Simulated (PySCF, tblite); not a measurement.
# CH10GeO3Si2, a small molecule taken as a stand-in for a surface group: NMR shifts, core binding energies and electronic excitations, part 2 of 2

tblite 0.8.0 and PySCF 2.14.0. Atoms count from 0, parts from 1.

## (5) X-ray photoelectron lines: SCAN, X2C

What the job is given:

```
{"job": {"kind": "xps", "holes": 5}, "charge": 0, "multiplicity": 1}
Ge    -0.051532    -0.485602    -0.747733
C     -0.426025    -2.207863    -1.492663
O      1.583347    -0.339730    -0.095130
Si     2.131069    -0.155499     1.467052
O     -1.112712    -0.138374     0.626544
Si    -2.002571     1.199646     1.056227
O     -0.253189     0.788374    -1.949742
H     -0.464138    -2.955179    -0.688752
H     -1.393986    -2.180823    -2.011165
H      0.362036    -2.479885    -2.207692
H      1.714516    -1.306290     2.324634
H      3.619548    -0.095820     1.412074
H      1.614998     1.109116     2.075896
H     -3.236825     1.314497     0.222470
H     -2.387974     1.048675     2.488035
H     -1.199796     2.452681     0.895286
H      0.324103     1.542989    -1.787315
```

Level: delta-SCF UKS SCAN, pcX-2 on the ionised atom, pcseg-1 elsewhere, spin-free X2C.

The program printed:

```text
ground state, core basis on atom 1 (C), 200 functions
  cycle   1  E = -2943.69829870  |g| = 1.19e+00
  cycle   2  E = -2942.98207473  |g| = 2.23e+00
  cycle   3  E = -2943.96113233  |g| = 2.27e-01
  cycle   4  E = -2943.97078146  |g| = 1.08e-01
  cycle   5  E = -2943.97300218  |g| = 4.20e-02
  cycle   6  E = -2943.97335200  |g| = 7.82e-03
  cycle   7  E = -2943.97336876  |g| = 2.24e-03
  cycle   8  E = -2943.97337086  |g| = 6.73e-04
  cycle   9  E = -2943.97336792  |g| = 3.89e-04
  E(ground) = -2944.18179722 Eh
hole in C 1s of atom 1
  cycle   1  E = -2932.70869262  |g| = 1.50e+00
  cycle   2  E = -2932.04007072  |g| = 1.80e+00
  cycle   3  E = -2933.21592715  |g| = 4.00e-01
  cycle   4  E = -2933.24212662  |g| = 3.20e-01
  cycle   5  E = -2933.28075001  |g| = 5.53e-02
  cycle   6  E = -2933.28133429  |g| = 3.63e-02
  cycle   7  E = -2933.28182028  |g| = 9.65e-03
  cycle   8  E = -2933.28186109  |g| = 2.82e-03
  cycle   9  E = -2933.28186358  |g| = 1.04e-03
  cycle  10  E = -2933.28186223  |g| = 1.12e-03
  cycle  11  E = -2933.28186593  |g| = 2.91e-04
  E(ion) = -2933.48909769 Eh   <S^2> = 0.7678   hole on atom = 1.000   binding energy = 290.963 eV
ground state, core basis on atom 2 (O), 200 functions
  cycle   1  E = -2944.00640936  |g| = 1.11e-01
  cycle   2  E = -2944.00342254  |g| = 1.45e-01
  cycle   3  E = -2944.00668226  |g| = 5.50e-02
  cycle   4  E = -2944.00720328  |g| = 9.35e-03
  cycle   5  E = -2944.00721943  |g| = 2.70e-03
  cycle   6  E = -2944.00721175  |g| = 5.94e-04
  cycle   7  E = -2944.00721986  |g| = 1.93e-04
  E(ground) = -2944.21346339 Eh
hole in O 1s of atom 2
  cycle   1  E = -2923.40658415  |g| = 2.24e+00
  cycle   2  E = -2922.74096180  |g| = 2.32e+00
  cycle   3  E = -2924.14319201  |g| = 5.48e-01
  cycle   4  E = -2924.16852554  |g| = 4.66e-01
  cycle   5  E = -2924.25189520  |g| = 8.73e-02
  cycle   6  E = -2924.25439596  |g| = 3.50e-02
  cycle   7  E = -2924.25500136  |g| = 1.06e-02
  cycle   8  E = -2924.25502785  |g| = 7.11e-03
  cycle   9  E = -2924.25504811  |g| = 1.17e-03
  cycle  10  E = -2924.25504687  |g| = 4.19e-04
  E(ion) = -2924.46204165 Eh   <S^2> = 0.7630   hole on atom = 1.000   binding energy = 537.464 eV
ground state, core basis on atom 3 (Si), 211 functions
  cycle   1  E = -2944.07025131  |g| = 3.09e-01
  cycle   2  E = -2944.06350081  |g| = 2.22e-01
  cycle   3  E = -2944.06393979  |g| = 2.11e-01
  cycle   4  E = -2944.07245930  |g| = 2.47e-02
  cycle   5  E = -2944.07255989  |g| = 8.74e-03
  cycle   6  E = -2944.07257236  |g| = 1.32e-03
  cycle   7  E = -2944.07257349  |g| = 7.23e-04
  cycle   8  E = -2944.07257381  |g| = 2.79e-04
  E(ground) = -2944.23955783 Eh
hole in Si 2p of atom 3
  cycle   1  E = -2939.78989449  |g| = 1.23e+00
  cycle   2  E = -2938.44541946  |g| = 1.49e+00
  cycle   3  E = -2939.88556814  |g| = 6.07e-01
  cycle   4  E = -2940.07505887  |g| = 2.53e-01
  cycle   5  E = -2940.09922600  |g| = 1.48e-01
  cycle   6  E = -2940.10721908  |g| = 4.79e-02
  cycle   7  E = -2940.10807650  |g| = 1.70e-02
  cycle   8  E = -2940.10818792  |g| = 4.32e-03
  cycle   9  E = -2940.10819490  |g| = 1.35e-03
  cycle  10  E = -2940.10819486  |g| = 8.37e-04
  cycle  11  E = -2940.10819528  |g| = 2.02e-04
  E(ion) = -2940.28685295 Eh   <S^2> = 0.7514   hole on atom = 1.003   binding energy = 107.559 eV
  2p3/2 = 107.313 eV   2p1/2 = 107.938 eV
ground state, core basis on atom 4 (O), 200 functions
  cycle   1  E = -2944.00710533  |g| = 1.16e-01
  cycle   2  E = -2944.00359806  |g| = 1.58e-01
  cycle   3  E = -2944.00758331  |g| = 5.53e-02
  cycle   4  E = -2944.00811417  |g| = 8.66e-03
  cycle   5  E = -2944.00813035  |g| = 3.54e-03
  cycle   6  E = -2944.00813531  |g| = 3.66e-04
  E(ground) = -2944.21326322 Eh
hole in O 1s of atom 4
  cycle   1  E = -2923.41074420  |g| = 2.24e+00
  cycle   2  E = -2922.76759365  |g| = 2.31e+00
  cycle   3  E = -2924.14428772  |g| = 5.56e-01
  cycle   4  E = -2924.16418015  |g| = 4.88e-01
  cycle   5  E = -2924.25605243  |g| = 8.24e-02
  cycle   6  E = -2924.25830479  |g| = 3.41e-02
  cycle   7  E = -2924.25892466  |g| = 7.12e-03
  cycle   8  E = -2924.25893665  |g| = 5.56e-03
  cycle   9  E = -2924.25894715  |g| = 1.36e-03
  cycle  10  E = -2924.25894602  |g| = 3.84e-04
  E(ion) = -2924.46465421 Eh   <S^2> = 0.7631   hole on atom = 1.000   binding energy = 537.387 eV
ground state, core basis on atom 6 (O), 200 functions
  cycle   1  E = -2944.00145388  |g| = 1.58e-01
  cycle   2  E = -2943.99023727  |g| = 2.74e-01
  cycle   3  E = -2944.00423136  |g| = 3.88e-02
  cycle   4  E = -2944.00448127  |g| = 1.64e-02
  cycle   5  E = -2944.00453276  |g| = 3.42e-03
  cycle   6  E = -2944.00453547  |g| = 6.35e-04
  cycle   7  E = -2944.00453758  |g| = 1.73e-04
  E(ground) = -2944.21085181 Eh
hole in O 1s of atom 6
  cycle   1  E = -2923.39559803  |g| = 2.22e+00
  cycle   2  E = -2921.11000262  |g| = 2.63e+00
  cycle   3  E = -2923.96158809  |g| = 7.05e-01
  cycle   4  E = -2924.12906849  |g| = 4.85e-01
  cycle   5  E = -2924.20545172  |g| = 2.15e-01
  cycle   6  E = -2924.22270040  |g| = 5.14e-02
  cycle   7  E = -2924.22367120  |g| = 2.73e-02
  cycle   8  E = -2924.22394100  |g| = 1.13e-02
  cycle   9  E = -2924.22399097  |g| = 2.90e-03
  cycle  10  E = -2924.22399536  |g| = 8.12e-04
  cycle  11  E = -2924.22399551  |g| = 2.37e-04
  E(ion) = -2924.43201202 Eh   <S^2> = 0.7627   hole on atom = 1.000   binding energy = 538.210 eV
```

Run time: 49 s. Hardware: 1 thread of Intel Xeon 6975P-C, shared host; peak memory 0.72 GiB.

Binding energies by hole, beside the orbital energy of the ground state; the difference holds orbital relaxation and, for a density functional, its self-interaction error:

```csv
hole,stands for,environment,ΔSCF (eV; 2p as the shell's mean),−ε (eV),⟨S²⟩
C1s on C1,C1,"carbon bonded to Ge, 3 H",290.96,274.2,0.768
O1s on O2,O2,"oxygen bonded to Ge, Si",537.46,516.6,0.763
Si2p on Si3,Si3,"silicon bonded to O, 3 H",107.52,96.6,0.751
O1s on O4,O4,"oxygen bonded to Ge, Si",537.39,516.5,0.763
O1s on O6,O6,"oxygen bonded to Ge, H",538.21,516.8,0.763
```

With the spin-orbit splitting: Si3 2p3/2 107.31, 2p1/2 107.94 eV. The table gives each 2p level as the mean over the whole 2p shell (two parts 2p3/2, one part 2p1/2), which differs a little from the single hole in the log.

## (6) Excited states and response: CAM-B3LYP/def2-SVPD

The job, as its differences from that of step 5:

```diff
@@ -1,2 +1,2 @@
-{"job": {"kind": "xps", "holes": 5}, "charge": 0, "multiplicity": 1}
+{"job": {"kind": "uv", "xc": "CAM-B3LYP", "basis": "def2-SVPD", "nstates": 6, "ntriplets": 2, "ip": true}, "charge": 0, "multiplicity": 1}
 Ge    -0.051532    -0.485602    -0.747733
```

With the program's defaults for keys left out, this is: TDDFT CAM-B3LYP/def2-SVPD, vertical, gas phase, core orbitals frozen in the response.

The program printed:

```text
coarse grid: 65680 points
cycle   1  E = -2925.0755328744  dE = -1.663e-01  |g| = 1.250e+00  |ddm| = 5.902e+00
cycle   2  E = -2924.8360583759  dE =  2.395e-01  |g| = 1.723e+00  |ddm| = 5.178e+00
cycle   3  E = -2925.3524052703  dE = -5.163e-01  |g| = 9.306e-02  |ddm| = 2.747e+00
cycle   4  E = -2925.3537368350  dE = -1.332e-03  |g| = 5.868e-02  |ddm| = 2.690e-01
cycle   5  E = -2925.3543226904  dE = -5.859e-04  |g| = 1.311e-02  |ddm| = 7.327e-02
cycle   6  E = -2925.3543523344  dE = -2.964e-05  |g| = 4.657e-03  |ddm| = 2.808e-02
cycle   7  E = -2925.3543564662  dE = -4.132e-06  |g| = 6.740e-04  |ddm| = 7.078e-03
final grid: 135448 points
cycle   8  E = -2925.3543405379  dE = -1.042e-07  |g| = 6.820e-04  |ddm| = 5.749e-03
cycle   9  E = -2925.3543404769  dE =  6.098e-08  |g| = 9.060e-04  |ddm| = 1.816e-03
cycle  10  E = -2925.3543406179  dE = -1.410e-07  |g| = 8.647e-05  |ddm| = 9.679e-04
cycle  11  E = -2925.3543406190  dE = -1.119e-09  |g| = 1.793e-05  |ddm| = 1.236e-04
cycle  12  E = -2925.3543406191  dE = -7.822e-11  |g| = 8.516e-06  |ddm| = 6.087e-05
converged SCF energy = -2925.3543406191

Static polarisability (au): isotropic 101.329, principal 92.719 105.348 105.921

Singlet excitations
state   eV       nm        f      main configurations
  1   7.2747    170.4   0.01890   H->L 0.74
  2   7.3178    169.4   0.00345   H-1->L 0.70
  3   7.5707    163.8   0.01258   H-2->L 0.69
  4   7.7067    160.9   0.00029   H-3->L 0.53, H->L+2 0.09
  5   7.9049    156.8   0.04777   H-4->L 0.53, H-2->L+2 0.15
  6   8.3347    148.8   0.00677   H-1->L+2 0.22, H->L+1 0.17, H-1->L+1 0.12

Triplet excitations (Tamm-Dancoff, eV): 6.9018 6.9559
Vertical ionisation energy (delta-SCF) = 10.6748 eV
```

It took 5.9 min on 1 thread of Intel Xeon 6975P-C, shared host; peak memory 1.3 GiB.

The orbitals next to the gap, with their largest atomic shares:

```csv
orbital,eV,atoms
HOMO−3,-10.59,"Si3 22 %, H11 17 %, O2 16 %"
HOMO−2,-10.32,"O4 29 %, Si5 18 %, H14 15 %"
HOMO−1,-10.11,"O2 31 %, Si3 16 %, H12 13 %"
HOMO,-10.01,"O4 26 %, O2 17 %, Si5 12 %"
LUMO,0.36,"Ge0 22 %, O6 10 %, Si3 10 %"
LUMO+1,1.24,"Si5 23 %, Si3 21 %, H12 8 %"
LUMO+2,1.28,"Si5 22 %, Si3 15 %, H14 8 %"
```

With each of the 6 states as a Gaussian band of 0.4 eV half-width at 1/e, the curve within the window shown has maxima at 159 nm (ε 2,400) L/(mol cm). Beyond the last state computed it falls off for lack of states. The curve at chosen wavelengths:

| nm | ε (L/mol/cm) |
| --- | --- |
| 144 | 226 |
| 146 | 413 |
| 147 | 539 |
| 149 | 867 |
| 151 | 1281 |
| 152 | 1504 |
| 154 | 1930 |
| 156 | 2249 |
| 157 | 2346 |
| 159 | 2405 |
| 161 | 2316 |
| 162 | 2236 |
| 164 | 2044 |
| 166 | 1844 |
| 168 | 1649 |
| 169 | 1551 |
| 171 | 1347 |
| 173 | 1129 |
| 174 | 1016 |
| 176 | 792 |
| 178 | 584 |
| 179 | 491 |
| 181 | 333 |
| 183 | 213 |
| 184 | 167 |
| 186 | 99 |

Ground-state properties from the same run:

```csv
property,computed
dipole moment (D),0.74
polarisability (Å³),15.02
HOMO–LUMO gap (eV),10.37
−ε(HOMO) (eV),10.01
```

## (7) What came out

This closing draws on all 2 parts.

| quantity | value |
| --- | --- |
| point group | C1 |
| rotational constants (main isotopes) | 1.32, 1.11, 0.75 GHz |
| ¹³C shifts against TMS (PBE0/pcSseg-1) | -2.8 ppm |
| ¹H shifts against TMS (PBE0/pcSseg-1) | 5.07, 5.07, 5.04, 5.00, 4.95, 4.92, 1.46, 0.68, 0.56, 0.55 ppm |
| ⁷³Ge shifts against GeMe4 (PBE0/pcSseg-1) | 35 ppm |
| ¹⁷O shifts against H2O (PBE0/pcSseg-1) | 60.0, 52.9, 48.9 ppm |
| ²⁹Si shifts against TMS (PBE0/pcSseg-1) | -35.8, -36.7 ppm |
| surface potential, 1st and 99th percentile | -1.29 V and 2.00 V |
| O1s binding energies, SCAN/pcX-2 | O6 538.21, O2 537.46, O4 537.39 eV |
| C1s binding energies, SCAN/pcX-2 | C1 290.96 eV |
| Si2p binding energies, SCAN/pcX-2 (standing for 1 of 2 atoms) | Si3 107.52 eV |
| lowest singlet (CAM-B3LYP/def2-SVPD) | 7.27 eV (170 nm), f = 0.019 |
| brightest single state of those computed | state 5, 7.90 eV, f = 0.048 |
| lowest triplet | 6.90 eV |
| vertical ionisation energy (ΔSCF) | 10.67 eV |

In words: Relaxing lowered the energy by 0.352 eV in 32 steps; the close pair that moved most is Ge0–O2, from 1.698 to 1.766 Å (PBE0/def2-SVP). At PBE0/pcSseg-1: Shielding is most anisotropic at Ge0 (span 197 ppm, paramagnetic term -1464 ppm). The O1s levels kept as sound span 0.82 eV, from O4 (oxygen bonded to Ge, Si) up to O6 (oxygen bonded to Ge, H). The first singlet state (HOMO→LUMO 0.74) lies at 7.27 eV and is weak; of the 6 states computed, the strongest absorption comes from state 5 at 7.90 eV. The lowest triplet lies 0.37 eV below the lowest singlet (triplets in Tamm-Dancoff, singlets in full TDDFT). ΔSCF puts the ionisation energy at 10.67 eV, 0.66 eV above −ε(HOMO). Spin-orbit coupling is left out, which matters for shieldings and couplings at and beside the heavy atoms. A capped cluster stands for the solid here, so long-range fields and strain are missing, and bands or shifts of the capping hydrogens have no counterpart in it.
